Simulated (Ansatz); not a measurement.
# CH5AlS2: the cost of one run

The runs use Ansatz 0.2.0; RKS CAM-B3LYP-D4/def2-SVP.

### Step 1. Starting geometry

9 atoms, charge 0, spin multiplicity 1.

Atoms are counted from 1 here; the program's logs count them from 0.

Bond lengths: Al1–S2 2.290 Å, Al1–S4 2.573 Å, Al1–H5 1.599 Å, Al1–H6 1.603 Å, S2–C3 1.826 Å, C3–S4 1.871 Å, C3–H7 1.107 Å, C3–H8 1.110 Å, S4–H9 1.368 Å. Angles: S2–Al1–S4 77.1°, S2–Al1–H5 118.3°, S2–Al1–H6 115.1°, S4–Al1–H5 111.2°, S4–Al1–H6 97.7°, H5–Al1–H6 123.2°, Al1–S2–C3 83.7°, S2–C3–S4 110.5°, S2–C3–H7 112.0°, S2–C3–H8 113.1°, S4–C3–H7 109.2°, S4–C3–H8 103.0°, H7–C3–H8 108.6°, Al1–S4–C3 75.2°, Al1–S4–H9 93.2°, C3–S4–H9 94.9°.

As a file:

```xyz
9

Al   -0.8947    0.5569    1.1357
S    -0.1979   -1.5624    0.6202
C     0.9556   -0.6941   -0.4978
S     0.1579    0.8487   -1.1934
H    -2.4628    0.8690    1.1058
H     0.1599    1.4390    1.9606
H     1.2876   -1.3405   -1.3335
H     1.8527   -0.2987    0.0229
H    -0.8583    0.1821   -1.8205
```

### Step 2. Relaxation

input.yaml

```yaml
crystal:
  periodic: [false, false, false]
  atoms:
    - { symbol: Al, position_ang: [-0.894711, 0.556925, 1.135708] }
    - { symbol: S, position_ang: [-0.197903, -1.562397, 0.620249] }
    - { symbol: C, position_ang: [0.955561, -0.694058, -0.497835] }
    - { symbol: S, position_ang: [0.157906, 0.84869, -1.193434] }
    - { symbol: H, position_ang: [-2.462778, 0.868985, 1.105768] }
    - { symbol: H, position_ang: [0.159883, 1.438991, 1.960636] }
    - { symbol: H, position_ang: [1.287614, -1.340533, -1.333478] }
    - { symbol: H, position_ang: [1.852735, -0.298667, 0.022921] }
    - { symbol: H, position_ang: [-0.858297, 0.182064, -1.820524] }
basis:
  gaussian: { orbitals: def2-SVP }
hamiltonian:
  xc: { name: CAM-B3LYP }
  dispersion: d4
output:
  forces: true
relax:
  f_tol: 0.003
  max_steps: 120
```

Command:

```
$ ansatz run input.yaml --threads 1 --pin off --max-ram 2560MiB --backend cpu --events-out ev --progress --plain --runs-dir out
```

**Question.** How long does this run take on 1 thread of Arm Neoverse V2, shared host, and how much memory does it need?

About 47 s, with a peak of 0.23 GiB.
